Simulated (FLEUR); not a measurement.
Al2Cu:

```
CELL_PARAMETERS angstrom
4.10518 0.00000 0.00000
0.00000 4.10518 0.00000
0.00000 0.00000 2.89131
ATOMIC_POSITIONS crystal
Cu 0.00000 0.00000 0.00000
Al 0.00000 0.50000 0.50000
Al 0.50000 0.00000 0.50000
```

The cell comes from a database or a generator and needn't be the stable form of this composition.

- Program: FLEUR MaX-R8.1 (later development tree)
- Task: single point
- Functional: PBEsol
- Potentials or basis: all-electron
- Basis: FLAPW
- Kmax: 4.9 1/bohr
- k mesh: 7 × 7 × 9
- Occupations: fermi-dirac, width 0.05 eV
- Spin: no spin polarisation
- Gmax: 15.2 1/bohr
- Muffin-tin radii: Cu 2.26, Al 2.0 bohr
- lmax: Cu 9, Al 8
- lnonsphr: Cu 9, Al 8
- Local orbitals a species: Cu 5, Al 4
- Max iterations: 60
- Mixing factor: 0.05
- Mixer: Anderson
- Mixer history: 15

On this cell: largest force under 0.003 eV/Å; band gap on the k mesh none (metal or under the smearing width).

The same run follows on a disturbed copy (atoms moved at random, drawn with an rms of 0.05 Å):

```xyz
3
Lattice="4.1052 0.0000 0.0000 0.0000 4.1052 0.0000 0.0000 0.0000 2.8913" Properties=species:S:1:pos:R:3 pbc="T T T"
Cu   -0.0163    0.0253    0.0070
Al    0.0385    2.0405    1.3538
Al    2.0773   -0.0405    1.4385
```

What changes?

The energy (extrapolated to zero smearing) moves by +8.3 meV/atom; largest force 0.468 eV/Å; band gap on the k mesh none (metal or under the smearing width).

Forces on the atoms (eV/Å):
```
Cu   0.252 -0.237 -0.315
Al  -0.017  0.189  0.292
Al  -0.234  0.048  0.023
```
